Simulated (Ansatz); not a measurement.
# AlO2 (Cmcm) in Ansatz: a series of runs

One crystal, AlO2, is run at these levels: PBEsol; tasks: relaxation of cell and atoms.

All numbers are computed with Ansatz 0.2.0; they aren't measurements. Logs are shortened: lines on timing, memory, paths and dates and some standing lists are left out, and cuts for length are marked.

## Step 1: The structure

Symmetry: Cmcm, No. 63, orthorhombic system. The conventional cell has a = 2.976 Å, b = 10.806 Å, c = 3.647 Å, α = 90.00°, β = 90.00°, γ = 90.00°. Around Al (site symmetry m2m) lie 6 O at 1.87 to 2.02 Å. Around O (site symmetry m2m) lie 2 Al at 1.88 Å. Around O (site symmetry m2m) lie 4 Al at 1.87 to 2.02 Å.

The cell comes from a database or a generator and needn't be the stable form of this composition.

## Step 2: Relaxation of cell and atoms, PBEsol

input.yaml

```yaml
crystal:
  lattice:
    - [1.488162, -5.402833, 0.0]
    - [1.488162, 5.402833, 0.0]
    - [0.0, 0.0, 3.646612]
  atoms:
    - { symbol: Al, position: [0.668133, 0.331867, 0.75] }
    - { symbol: Al, position: [0.331867, 0.668133, 0.25] }
    - { symbol: O, position: [0.061072, 0.938928, 0.75] }
    - { symbol: O, position: [0.938928, 0.061072, 0.25] }
    - { symbol: O, position: [0.294184, 0.705816, 0.75] }
    - { symbol: O, position: [0.705816, 0.294184, 0.25] }
hamiltonian:
  xc: pbesol
  pseudopotentials: { kind: paw }
kpoints:
  mp_grid: { grid: [9, 9, 7] }
scf:
  occupations: { method: fermi_dirac, width: 0.05 }
output:
  forces: true
  stress: true
  eigenvalues: true
relax:
  f_tol: 0.01
  max_steps: 40
  cell: { stress_tol: 0.05 }
```

Potentials or basis: Ansatz PAW.

Command:

```
$ ansatz run input.yaml --threads 2 --pin off --max-ram 5632MiB --backend cpu --events-out ev --progress --plain --runs-dir out
```

What it wrote:

```text
Warning: RAYON_NUM_THREADS=2 ignored (pool sized by the plan → 2); use --threads N
Engine: ansatz 0.2.0, aarch64-unknown-linux-gnu
Pseudopotentials: kind: paw
Pseudopotential: Al, paw, valence charge 3, recommended cutoff 420 eV (normal), Al.paw.azcp
Pseudopotential: O, paw, valence charge 6, recommended cutoff 420 eV (normal), O.paw.azcp
Functional definition: PBEsol
  exchange = pbesol_x
  correlation = pbesol_c
Crystal: 6 atoms, lattice volume = 58.640 Å³
Basis set: ecut = 420 eV, 1139 PW (Γ), exchange–correlation on 80×80×50 points (8 copies of the dense FFT grid, shifted against one another)
Bands: 21, of which v1, the nominal top of the filled ones, is band 15 counted from 1 (14 counted from 0)
Symmetry: 8 space group operations
Space group: Cmcm (ITA 63), of the structure as read, at distance tolerance 3.9e-5 Å
k-points: 100 of 567
Non-local potential: Al, projectors of the file, l = 0: 2, l = 1: 2, l = 2: 1
Non-local potential: O, projectors of the file, l = 0: 2, l = 1: 2, l = 2: 1
PAW form: soft (Blöchl's): semilocal exchange-correlation on the pseudo side does not see the compensation charge
PAW frozen core: Al, regenerated for the run's functional, and the local potential with it (the file was generated under x = pbe(κ = 0.804, μ = 0.2195149727645171), c = pbe(β = 0.06672455060314922))
PAW frozen core: O, regenerated for the run's functional, and the local potential with it (the file was generated under x = pbe(κ = 0.804, μ = 0.2195149727645171), c = pbe(β = 0.06672455060314922))
PAW one-centre angular grid: Al, 110 points (default); XC on 64 Gauss nodes
PAW one-centre angular grid: O, 110 points (default); XC on 64 Gauss nodes
Initial density: superposition of atomic densities (neutral atoms: chi_scale 0, normalization atom), corrected by the library's trained network
Initial wavefunctions: pseudopotential atomic-orbital guess
Functional: x = pbesol(κ = 0.804, μ = 0.12345679012345678), c = pbesol(β = 0.046)
SCF iter   1: F=—  HF=-3294.804435 eV  |F-HF|=—  |Δ(HF+E_count)|=         —  Δρ=1.46e-2  dr2=7.66e-2  ethr=1.77e-3  ⟨swp⟩=6.6  Hψ=11496  notcnv=0  defer=11
preconditioner: auto → Kerker (q_TF=auto, 2.440 Å⁻¹)  [metal: Δε(μ)=0.017 eV  Ē_g=15.486 eV  σ=0.050 eV  W_gap=0.08  n_scr=14 (ndim 8)  ℏωp=26.6 eV  f_vac=0.003  D(μ)=4.68/eV (n_scr^D=50)]
SCF iter   2: F=—  HF=-3294.783554 eV  |F-HF|=—  |Δ(HF+E_count)|=   2.09e-2  Δρ=4.81e-3  dr2=1.07e-2  ethr=2.55e-4  ⟨swp⟩=3.0  Hψ=4208  notcnv=0  defer=100
SCF iter   3: F=—  HF=-3294.780965 eV  |F-HF|=—  |Δ(HF+E_count)|=   2.59e-3  Δρ=1.01e-3  dr2=6.35e-4  ethr=3.57e-5  ⟨swp⟩=2.0  Hψ=3134  notcnv=0  defer=100
SCF iter   4: F=—  HF=-3294.781019 eV  |F-HF|=—  |Δ(HF+E_count)|=   5.45e-5  Δρ=2.37e-4  dr2=8.27e-5  ethr=2.12e-6  ⟨swp⟩=2.0  Hψ=3168  notcnv=0  defer=100
SCF iter   5: F=—  HF=-3294.781032 eV  |F-HF|=—  |Δ(HF+E_count)|=   1.24e-5  Δρ=9.44e-5  dr2=1.83e-5  ethr=2.76e-7  ⟨swp⟩=2.1  Hψ=3443  notcnv=0  defer=100
SCF iter   6: F=—  HF=-3294.781030 eV  |F-HF|=—  |Δ(HF+E_count)|=   2.05e-6  Δρ=2.93e-5  dr2=1.35e-6  ethr=6.09e-8  ⟨swp⟩=2.6  Hψ=3526  notcnv=0  defer=100
SCF iter   7: F=-3294.781030 eV  HF=-3294.781030 eV  |F-HF|=1.12e-8  |Δ(HF+E_count)|=   1.70e-7  Δρ=1.17e-5  dr2=7.75e-8  ethr=3.33e-10  ⟨swp⟩=7.8  Hψ=10626  notcnv=0
SCF 1 converged in 7 iterations: F = -3294.781030 eV  dr2 = 7.75e-8
relax step   1: F+E_penalty+E_count = -3294.78102952 eV  Δ(F+E_penalty+E_count) = +0.000e0 eV  max|allowed force component| = 6.407e-1 eV/Å  Δτ_max = 0.0000 Å  P = -5.942 GPa  Ω = 58.640 Å³  (7 SCF iters, dr2 threshold 1.00e-7 eV, accepted)
Crystal: 6 atoms, lattice volume = 55.017 Å³
Basis set: ecut = 420 eV, 1057 PW (Γ), exchange–correlation on 80×80×50 points (8 copies of the dense FFT grid, shifted against one another)
[... 165 lines left out ...]
SCF converged after 8 iterations
Free energy (F): -3295.698822 eV
Harris-Foulkes:  -3295.698822 eV  (|F-HF|=0.00e0)
Internal energy: -3295.698815 eV  (E = F + TS)
E sigma→0 (E₀):  -3295.698819 eV
Entropy (-TS):   -0.000007 eV (-0.001 meV/atom)
Fermi energy:    7.975444 eV
--- Per-component energies (eV) ---
  E_band       = 11.958230
  E_kinetic    = 756.197340
  E_local      = -1284.238169  (includes V_loc(G=0)·N_el)
  E_nonlocal   = 211.680587
  E_hartree    = 457.262717
  E_xc         = -373.749239
  E_vxc        = -437.102007  (∫ρ·V_xc dr)
  E_paw        = -1518.060160  (= ΣΔE_a)
  E_vpaw       = -149.114610  (= ΣTr[D̂ρ^β])
  E_aug_tail   = 0.009653  (compensation charges beyond the density's cutoff)
  E_ewald      = -1544.980975
  E_core_change = 0.179430  (= ΣΔE_core)
  E_smearing   = -0.000007  (= −TS)
  E_closure    = -0.000000  (closes the sum)
  Σ components = -3295.698822   (vs F -3295.698822, Δ=0.00e0)
--- Forces (eV/Å), atoms counted from 1 ---
  atom   1  Al     0.00000000    -0.00042740     0.00000000
  atom   2  Al    -0.00000000     0.00042740     0.00000000
  atom   3  O      0.00000000     0.00041410     0.00000000
  atom   4  O     -0.00000000    -0.00041410     0.00000000
  atom   5  O     -0.00000000    -0.00026522     0.00000000
  atom   6  O      0.00000000     0.00026522     0.00000000
  max |Σ_I F_I| component: 6.94e-18 eV/Å
--- Stress (GPa, compression-positive) ---
       -0.032593       0.000000       0.000000
        0.000000      -0.041186       0.000000
        0.000000       0.000000      -0.023003
  P = ⅓ Tr σ = -0.0323 GPa (-0.323 kbar)
--- Band table (eV; the first three rows and the last of 100) ---
  k-point 0: bands = ["-12.7024", "-10.9361", "-8.7991", "-8.0664", "0.6439", "1.6464", "2.2588", "3.8913", "4.2664", "4.3321", "5.6905", "6.1898", "6.7855", "6.8140", "7.2467", "10.0393", "13.1076", "16.3539", "17.2070", "18.8555", "19.7341"]
  k-point 1: bands = ["-12.5498", "-10.8209", "-8.9768", "-8.3399", "0.9260", "1.0520", "3.3402", "3.3449", "4.3743", "4.4484", "5.7842", "6.1678", "6.6399", "6.8582", "7.0640", "9.7887", "13.4934", "16.5913", "17.0542", "18.3360", "19.8788"]
  k-point 2: bands = ["-12.1026", "-10.4923", "-9.5926", "-8.8757", "0.5465", "1.9564", "2.3092", "4.6842", "4.7858", "4.8686", "5.3914", "6.2212", "6.2456", "6.5803", "6.9803", "9.2905", "14.2925", "16.6491", "16.8007", "17.8813", "20.3222"]
  k-point 99: bands = ["-10.9328", "-10.6472", "-10.0729", "-9.8900", "1.5728", "2.2499", "2.9341", "3.8274", "4.8325", "5.2761", "5.5231", "5.6978", "5.8553", "6.1269", "7.1535", "8.5628", "15.5249", "16.1643", "17.5060", "17.8617", "19.5866"]
--- Relaxed structure (11 steps of the walk, 11 accepted, 2 SCFs on fresh bases) ---
  F+E_penalty+E_count = -3295.69882234 eV   max|allowed force component| = 4.274e-4 eV/Å   (the final SCF, on the basis selected at the relaxed cell)
  cell:  # Å, volume = 51.5308 Å³
    - [1.456569138175693, -4.924755609827823, 0.0]
    - [1.456569138175693, 4.924755609827823, 0.0]
    - [0.0, 0.0, 3.5918759927928963]
  atoms:
    - { symbol: Al, position: [0.6617127839133325, 0.3382872160866675, 0.75] }
    - { symbol: Al, position: [0.3382872160866675, 0.6617127839133325, 0.25] }
    - { symbol: O, position: [0.028327501961012747, 0.9716724980389873, 0.75] }
    - { symbol: O, position: [0.9716724980389873, 0.028327501961012747, 0.25] }
    - { symbol: O, position: [0.29508924032474315, 0.7049107596752568, 0.75] }
    - { symbol: O, position: [0.7049107596752568, 0.29508924032474315, 0.25] }
```

Run time: 38 s. Hardware: 2 threads of Arm Neoverse V2, shared host; peak memory 0.41 GiB.

What came out:

| Quantity | Value |
| --- | --- |
| Free energy | -3295.6988 eV |
| Relaxed volume | 8.59 Å³/atom |
| Relaxed cell | a = 5.136 Å, b = 5.136 Å, c = 3.592 Å, α = 90.00°, β = 90.00°, γ = 147.05° |
| Space group after relaxing (to 0.05 Å) | Cmcm (No. 63) |
| Energy gained by relaxing | 153.0 meV/atom |
| Ionic steps | 13 |
| Pressure after relaxing | 0.0 GPa |
| Band gap on the k mesh | 0.98 eV, indirect (least direct gap 1.05 eV) |

Step by step:
| step | energy change (eV) | largest force (eV/Å) | volume (Å³) |
| --- | --- | --- | --- |
| 1 | 0.0000 | 0.6407 | 58.64 |
| 2 | -0.3638 | 1.8085 | 55.02 |
| 3 | -0.7123 | 1.5392 | 52.23 |
| 4 | -0.7477 | 1.1744 | 49.29 |
| 5 | -0.9258 | 0.2319 | 52.18 |
| 6 | -0.9356 | 0.0989 | 51.74 |
| 7 | -0.9368 | 0.0297 | 51.70 |
| 8 | -0.9367 | 0.0045 | 51.73 |
| 9 | -0.9366 | 0.0012 | 51.74 |
| 10 | -0.9172 | 0.0011 | 51.74 |
| 11 | -0.9191 | 0.0166 | 51.53 |
| 12 | -0.9191 | 0.0005 | 51.53 |
| 13 | -0.9178 | 0.0004 | 51.53 |

Final structure:
```yaml
crystal:
  lattice:
    - [1.45657, -4.92476, 0.00000]
    - [1.45657, 4.92476, 0.00000]
    - [0.00000, 0.00000, 3.59188]
  atoms:
    - { symbol: Al, position: [0.66171, 0.33829, 0.75000] }
    - { symbol: Al, position: [0.33829, 0.66171, 0.25000] }
    - { symbol: O, position: [0.02833, 0.97167, 0.75000] }
    - { symbol: O, position: [0.97167, 0.02833, 0.25000] }
    - { symbol: O, position: [0.29509, 0.70491, 0.75000] }
    - { symbol: O, position: [0.70491, 0.29509, 0.25000] }
```

Caveat: odd divisions of the mesh miss points on the zone boundary, where band edges often lie, so the gap on the mesh can be too wide; the plane-wave basis is chosen anew once the cell has moved, so the energies of steps on either side of that aren't comparable; the pressure holds a Pulay correction of +1.0 GPa for the finite cutoff; the PAW data sets come from PBE, with cores solved anew for the run's functional, which leaves a small shift of forces and pressure. A k mesh can miss the band edges.

## Step 3: Relaxation of cell and atoms, PBEsol

input.yaml, as its differences from that of step 2:

```diff
@@ -14,3 +14,3 @@
   xc: pbesol
-  pseudopotentials: { kind: paw }
+  pseudopotentials: { kind: paw, source: jth, xc_functional: pbe }
 kpoints:
```

Potentials or basis: JTH PAW.

Command:

```
$ ansatz run input.yaml --threads 2 --pin off --max-ram 5632MiB --backend cpu --events-out ev --progress --plain --runs-dir out
```

Run time: 2.6 min. Hardware: 2 threads of Arm Neoverse V2, shared host; peak memory 0.96 GiB.

It converged, with:

```
Free energy                            : -3295.6342 eV
Relaxed volume                         : 8.59 Å³/atom
Relaxed cell                           : a = 5.134 Å, b = 5.134 Å, c = 3.594 Å, α = 90.00°, β = 90.00°, γ = 147.03°
Space group after relaxing (to 0.05 Å) : Cmcm (No. 63)
Energy gained by relaxing              : 154.7 meV/atom
Ionic steps                            : 10
Pressure after relaxing                : 0.0 GPa
Band gap on the k mesh                 : 0.98 eV, indirect (least direct gap 1.05 eV)
```

The path:
| step | energy change (eV) | largest force (eV/Å) | volume (Å³) |
| --- | --- | --- | --- |
| 1 | 0.0000 | 0.6612 | 58.64 |
| 2 | -0.3454 | 1.8190 | 55.11 |
| 3 | -0.7050 | 1.5642 | 52.13 |
| 4 | -0.9116 | 0.2731 | 50.64 |
| 5 | -0.9271 | 0.1303 | 51.80 |
| 6 | -0.9294 | 0.0260 | 51.65 |
| 7 | -0.9298 | 0.0397 | 51.53 |
| 8 | -0.9300 | 0.0150 | 51.55 |
| 9 | -0.9300 | 0.0014 | 51.55 |
| 10 | -0.9285 | 0.0013 | 51.55 |

Final structure:
```yaml
crystal:
  lattice:
    - [1.45690, -4.92309, 0.00000]
    - [1.45690, 4.92309, 0.00000]
    - [0.00000, 0.00000, 3.59362]
  atoms:
    - { symbol: Al, position: [0.66165, 0.33835, 0.75000] }
    - { symbol: Al, position: [0.33835, 0.66165, 0.25000] }
    - { symbol: O, position: [0.02818, 0.97182, 0.75000] }
    - { symbol: O, position: [0.97182, 0.02818, 0.25000] }
    - { symbol: O, position: [0.29503, 0.70497, 0.75000] }
    - { symbol: O, position: [0.70497, 0.29503, 0.25000] }
```

Levels at points of the mesh, in eV from the valence-band top:
```
           k point  band 11  band 12  band 13  band 14  band 15  band 16  band 17  band 18  band 19  band 20
(0.00, 0.00, 0.00)    -1.76    -1.27    -0.68    -0.65    -0.21     2.58     5.61     8.84     9.71    11.37
```

Caveat: odd divisions of the mesh miss points on the zone boundary, where band edges often lie, so the gap on the mesh can be too wide; the plane-wave basis is chosen anew once the cell has moved, so the energies of steps on either side of that aren't comparable.
